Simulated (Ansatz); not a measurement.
## InBi, space group F-43m: relaxations under a series of pressures, step by step

Program: the Python package of Ansatz (0.2.0).

Notebook, run cell by cell (the value of a cell's last expression is shown):

```python
import warnings

import ansatz as az
import numpy as np
import pandas as pd
```

```python
def edges_and_angles(cell):
    cell = np.asarray(cell)
    a, b, c = np.linalg.norm(cell, axis=1)
    cosines = cell[1] @ cell[2] / (b * c), cell[0] @ cell[2] / (a * c), cell[0] @ cell[1] / (a * b)
    return (a, b, c, *np.degrees(np.arccos(cosines)))
```

```python
warnings.simplefilter('ignore', az.DeckWarning)

crystal = (
    az.Lattice.of([0.0, 3.38354, 3.38354], [3.38354, 0.0, 3.38354], [3.38354, 3.38354, 0.0])
    .atom('In', [0.0, 0.0, 0.0])
    .atom('Bi', [0.25, 0.25, 0.25])
)
```

```python
setup = (
    crystal.calculation()
    .functional(az.Functional.R2SCAN)
    .basis(45 * az.Ry)
    .kpoints(length=26)
    .occupations('fermi_dirac', width=0.05)
)
```

```python
# H = F + PV, with 1 GPa A^3 = 1/160.21766 eV
rows = []
for pressure in [-2, 0, 2, 5, 10]:
    res = setup.relax(cell=True, pressure=pressure).run()
    cell = res.lattice.cell_ang
    n_atoms = len(res.lattice.sites)
    volume = abs(np.linalg.det(cell)) / n_atoms
    enthalpy = res.report['free_energy_ev'] / n_atoms + pressure * volume / 160.21766
    rows.append((pressure, volume, enthalpy, *edges_and_angles(cell)))
    print(f'{pressure} GPa done: {volume:.4f} A^3/atom')
```

    -2 GPa done: 41.2124 A^3/atom
    0 GPa done: 38.5311 A^3/atom
    2 GPa done: 36.7259 A^3/atom
    5 GPa done: 34.6683 A^3/atom
    10 GPa done: 32.2260 A^3/atom

```python
table = pd.DataFrame(rows, columns=['P_GPa', 'V_A3_atom', 'H_eV_atom', 'a', 'b', 'c', 'alpha', 'beta', 'gamma'])
print(table.round(4).to_string(index=False))
p, v = np.array([row[0] for row in rows], float), np.array([row[1] for row in rows])
print('mean bulk modulus between rows (GPa):', np.round(-np.diff(p) / np.diff(np.log(v)), 1))
```

     P_GPa  V_A3_atom  H_eV_atom      a      b      c  alpha  beta  gamma
        -2    41.2124 -9012.0153 4.8849 4.8849 4.8849   60.0  60.0   60.0
         0    38.5311 -9011.5186 4.7766 4.7766 4.7766   60.0  60.0   60.0
         2    36.7259 -9011.0491 4.7008 4.7008 4.7008   60.0  60.0   60.0
         5    34.6683 -9010.3819 4.6113 4.6113 4.6113   60.0  60.0   60.0
        10    32.2260 -9009.3409 4.5004 4.5004 4.5004   60.0  60.0   60.0
    mean bulk modulus between rows (GPa): [29.7 41.7 52.  68.4]

The volume falls from 41.21 Å³ an atom at -2 GPa to 32.23 at 10 GPa, by 21.8 %. Between -2 and 0 GPa, -V dP/dV is about 30 GPa, a mean over that step.

Total energies depend on the potentials; only differences at equal settings carry meaning. At a fixed pressure a relaxation lowers the enthalpy F + PV, while F alone can rise. Edges and angles are those of the cell as typed, here a primitive one, not of the conventional cell. Spin-orbit coupling, which matters for elements this heavy, is left out. This cell is a computed structure, which may not be the phase found in nature. Symmetry holds the cell in this phase, whether or not it is the stable one at each pressure. Timing: 2.8 min on 1 thread of Arm Neoverse V2 (shared host), peak memory 0.76 GiB.
